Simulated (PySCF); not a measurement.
# C2H9AsSi: the cost of one run

The runs use PySCF 2.14.0, with density-fitted response routines of our own; the level of theory stands in each step. All values are computed, except where a source is named. Atoms count from 0, in the outputs and in this text.

### 1 Starting geometry

13 atoms, charge 0, multiplicity 1; geometry from: GFN2-xTB. The atoms were then displaced at random by about 0.01 Å, so the start is not that level's minimum.

Bonds of the start (Å): C0–C1 1.49, C1–As2 1.98, As2–Si3 2.36, C0–H4 1.09, C0–H5 1.10, C0–H6 1.11, C1–H7 1.07, C1–H8 1.08, As2–H9 1.52, Si3–H10 1.47, Si3–H11 1.46, Si3–H12 1.41.

### 2 Geometry optimisation at PBE0-D3(BJ)/def2-SVP

Job settings and geometry (Å):

```
{"job": {"xc": "PBE0", "basis": "def2-SVP", "d3": "d3bj", "grid": 1, "shake": 0.01, "kind": "geom"}, "charge": 0, "multiplicity": 1}
C     -1.643700     0.184370    -0.642190
C     -0.946590    -0.812080     0.223800
As     0.240080     0.090750     1.531340
Si     1.978810     0.679990     0.044510
H     -0.951990     0.778170    -1.246720
H     -2.360140    -0.274600    -1.333890
H     -2.224040     0.905220    -0.029340
H     -1.659690    -1.396710     0.774040
H     -0.369390    -1.492160    -0.379620
H      0.962210    -1.188000     1.936100
H      1.629620     1.963440    -0.582780
H      2.146430    -0.293890    -1.031640
H      3.204210     0.838630     0.726070
```

The run is started by

```bash
> OMP_NUM_THREADS=1 python probes_run.py task.json out
```

One launch serves the whole session: the jobs run in the order shown.

**Question.** How long does this first job take on 1 thread of Arm Neoverse N1, shared host, and how much memory does it need?

About 42 s, with a peak of 0.51 GiB.
